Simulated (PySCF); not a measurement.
**[Hf(OH)2]2+: other functionals and bases at one geometry**

Aim: see how levels, charges and forces of [Hf(OH)2]2+ depend on the level of theory. It is a constructed species; whether it can be made isn't addressed.

The runs use PySCF 2.14.0; several levels, as the steps say, no spin–orbit coupling.

1 further run of the same task is left out (for a known fault of the program).

### 1 The system as given

5 atoms, charge 2, spin multiplicity 1.

Bond lengths: Hf1–O2 1.811 Å, Hf1–O4 1.811 Å, O2–H3 0.982 Å, O4–H5 0.982 Å. Angles: O2–Hf1–O4 106.8°, Hf1–O2–H3 166.5°, Hf1–O4–H5 166.5°.

Geometry (Å):

```xyz
5
H2HfO2
Hf    0.0000    0.0000   -0.6396
O     1.4538   -0.0334    0.4403
H     2.0839   -0.0504    1.1930
O    -1.4538    0.0334    0.4403
H    -2.0839    0.0504    1.1930
```

Formal oxidation states: Hf +4. An earlier session relaxed this geometry at PBE0, Hf def2-SVP with ECP60, O def2-SVP, H def2-SVP (singlet, point group C2v).

At PBE0 on the finer grid: E = -198.719065 Eh, HOMO -21.47 eV, LUMO -15.00 eV, Mulliken charge on Hf1 +1.83 e, largest force component 0.018 eV/Å. 

Levels to run: TPSSh; B3LYP; PBE0, TZVP. Hardware: 2 threads of Arm Neoverse V1, shared host.

### 2 TPSSh

Input file run.py (the lines that set the calculation):

```python
mol = gto.M(atom='''
Hf     0.00000     0.00000    -0.63964
O      1.45383    -0.03340     0.44031
H      2.08386    -0.05042     1.19305
O     -1.45383     0.03340     0.44031
H     -2.08386     0.05042     1.19305''',
    basis={'Hf': 'def2-SVP', 'O': 'def2-SVP', 'H': 'def2-SVP'},
    ecp={'Hf': 'def2-SVP'},
    charge=2, spin=0)
mf = dft.RKS(mol, xc='TPSSH')
mf.grids.atom_grid = (75, 302)
mf = mf.density_fit()  # fitting sets: Hf def2-universal-JKFIT, O def2-universal-JKFIT, H def2-universal-JKFIT
mf.conv_tol = 1e-08; mf.max_cycle = 55
mf.kernel(dm0)  # dm0: the density of the relaxed state
```

Command:

```console
$ OMP_NUM_THREADS=2 python run.py
```

### 3 B3LYP

run.py (the lines that set the calculation), as its differences from that of step 2:

```diff
@@ -9,3 +9,3 @@
     charge=2, spin=0)
-mf = dft.RKS(mol, xc='TPSSH')
+mf = dft.RKS(mol, xc='B3LYP')
 mf.grids.atom_grid = (75, 302)
```

### 4 PBE0, TZVP

Basis: Hf def2-TZVP with ECP60, O def2-TZVP, H def2-TZVP. 

Input file run.py (the lines that set the calculation):

```python
mol = gto.M(atom='''
Hf     0.00000     0.00000    -0.63964
O      1.45383    -0.03340     0.44031
H      2.08386    -0.05042     1.19305
O     -1.45383     0.03340     0.44031
H     -2.08386     0.05042     1.19305''',
    basis={'Hf': 'def2-TZVP', 'O': 'def2-TZVP', 'H': 'def2-TZVP'},
    ecp={'Hf': 'def2-TZVP'},
    charge=2, spin=0)
mf = dft.RKS(mol, xc='PBE0')
mf.grids.atom_grid = (75, 302)
mf = mf.density_fit()  # fitting sets: Hf def2-universal-JKFIT, O def2-universal-JKFIT, H def2-universal-JKFIT
mf.conv_tol = 1e-08; mf.max_cycle = 55
mf.kernel(dm0)  # dm0: free metal ions and neutral atoms
```

Q: Predict the outcome of this session. Wanted: for each run, HOMO; gap; charge on Hf1; dipole; largest force.

The runs gave:

| level | state | HOMO (eV) | gap (eV) | charge on Hf1 (e) | dipole (D) | largest force (eV/Å) | basis functions | time |
| --- | --- | --- | --- | --- | --- | --- | --- | --- |
| PBE0 (relaxed here) | singlet | -21.47 | 6.47 | 1.83 | 0.14 | 0.02 | 70 | 4.2 s |
| TPSSh | singlet | -20.54 | 5.25 | 1.82 | 0.02 | 0.59 | 70 | 2.7 s |
| B3LYP | singlet | -21.17 | 5.73 | 1.80 | 0.05 | 0.56 | 70 | 1.8 s |
| PBE0, TZVP | singlet | -21.43 | 6.49 | 2.10 | 0.26 | 0.66 | 114 | 4.3 s |

Times are on 2 threads of Arm Neoverse V1, shared host; the first row also made further properties. The dipole of a charged species depends on the origin, so these sizes hold for this origin alone.

In one basis the HOMO–LUMO gap runs from 5.25 eV (TPSSh) to 6.47 eV (PBE0). The largest leftover force, 0.66 eV/Å with PBE0, TZVP, stands at a geometry relaxed at another level. The Mulliken charge on Hf spans +1.80 to +2.10 e over the levels. Total energies of different levels can't be compared. Spin–orbit coupling is left out throughout.
